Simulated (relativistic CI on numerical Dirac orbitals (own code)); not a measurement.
**Hf XL (Hf³⁹⁺): levels and lines**

The task is the spectrum of Hf³⁹⁺: levels, purity of their labels, lifetimes and lines; further runs change one setting each.

The numbers are computed with relativistic CI on numerical Dirac orbitals (own code) version 4 (Dirac-Coulomb-Breit CI, KLI orbitals optimised for each configuration, model QED (radiative potential, 1s self-energy scaled to tabulated hydrogen-like ionisation energies)), except any that are marked as measured or tabulated.

## (1) The atom as given

```
ion                       : Hf³⁹⁺ (Hf XL)
nuclear charge            : 72
electrons                 : 33
isotope                   : A = 180
first configuration typed : [Ar] 3d10 4s2 4p3
```

The outer shells:

first configuration typed
```
[Ar] core
3d [↑↓][↑↓][↑↓][↑↓][↑↓]
4s [↑↓]
4p [↑ ][↑ ][↑ ]
```

## (2) Base run

Input settings:

```ini
atom Hf  Z=72  charge=39  electrons=33
nucleus A=180  rms_radius_fm=5.3470
hamiltonian dirac-coulomb  breit=on  qed=on  c_scale=1
orbitals kli  potential=per-configuration
slater_scale 1
correlation none
mixing on
configurations
  [Ar] 3d10 4s2 4p3
  [Ar] 3d10 4s 4p4
  [Ar] 3d10 4s2 4p2 4d
  [Ar] 3d10 4p5
  [Ar] 3d10 4s 4p3 4d
  [Ar] 3d10 4s2 4p2 4f
  [Ar] 3d10 4s 4p3 4f
  [Ar] 3d10 4p4 4d
  [Ar] 3d10 4s 4p2 4d2
  [Ar] 3d10 4s2 4p 4d 4f
  [Ar] 3d10 4p4 4f
  [Ar] 3d10 4s2 4p 4d2
  [Ar] 3d10 4s2 4d3
  [Ar] 3d10 4s 4p 4d3
  [Ar] 3d10 4s2 4d2 4f
  [Ar] 3d10 4s 4p 4d2 4f
  [Ar] 3d10 4p3 4d2
  [Ar] 3d10 4p2 4d3
  [Ar] 3d10 4p2 4d2 4f
end
```

Run with:

```console
> python run_levels.py task.json out
```

The settings of every run stand in task.json; they run in order.

## (3) Without the Breit term

Changes to the settings of step 2:

```diff
@@ -2,3 +2,3 @@
 nucleus A=180  rms_radius_fm=5.3470
-hamiltonian dirac-coulomb  breit=on  qed=on  c_scale=1
+hamiltonian dirac-coulomb  breit=off  qed=on  c_scale=1
 orbitals kli  potential=per-configuration
```

## (4) One common potential

Changes to the settings of step 3:

```diff
@@ -2,4 +2,4 @@
 nucleus A=180  rms_radius_fm=5.3470
-hamiltonian dirac-coulomb  breit=off  qed=on  c_scale=1
-orbitals kli  potential=per-configuration
+hamiltonian dirac-coulomb  breit=on  qed=on  c_scale=1
+orbitals kli  potential=mean
 slater_scale 1
```

(Steps that only read results are left out.)

**Question.** What will these runs give? Wanted: lowest level; first excitation; lowest level of the other parity; fastest E1 line; ionisation energy.

**Answer**, as computed:

| run | time | mean size of shift, levels followed (cm⁻¹) | lowest level | ionisation energy (eV) |
| --- | --- | --- | --- | --- |
| main run | 2.2 s | 0 | 4p3 [4p3/2] J=3/2° | 1827.5 |
| without the Breit term | 1.9 s | 6934 | 4p3 [4p3/2] J=3/2° | 1829.0 |
| one common potential | 1.8 s | 120 | 4p3 [4p3/2] J=3/2° | - |

The tabulated theoretical ionisation energy (NIST) is 1827 eV.

| quantity | value |
| --- | --- |
| lowest level | 4p3 [4p3/2] J=3/2° |
| first excitation | 4p3 [4p1/2 4p3/2^2] J=3/2°, 611700 cm⁻¹ |
| lowest level of the other parity | 4p2 4d [4p1/2^2 4d3/2] J=3/2, 146.18 eV |
| levels in the model | 3430 |
| fastest E1 line (by rate) to the lowest level among the lowest 200 of 3430 levels | 5.095 nm, from 4p2 4d [4p1/2 4p3/2 4d3/2] J=3/2 (ii) |
| ionisation energy | 1827.5 eV |
| ionisation energy, tabulated theoretical (NIST) | 1827 eV |

**Reading.** The lowest level is 4p3 [4p3/2] J=3/2°, 46 % pure in LS and 99 % in jj coupling; over the low levels the means are 55 and 92 %, so jj coupling describes them better. The ionisation energy agrees with the tabulated theoretical value within its uncertainty of 4 eV. Of the changes tried, the run «without the Breit term» moves the low levels most, by 6934 cm⁻¹ on average. NIST names this ground level 4S°3/2; the leading computed term differs because terms mix. Lifetimes count radiative decay inside the model alone.
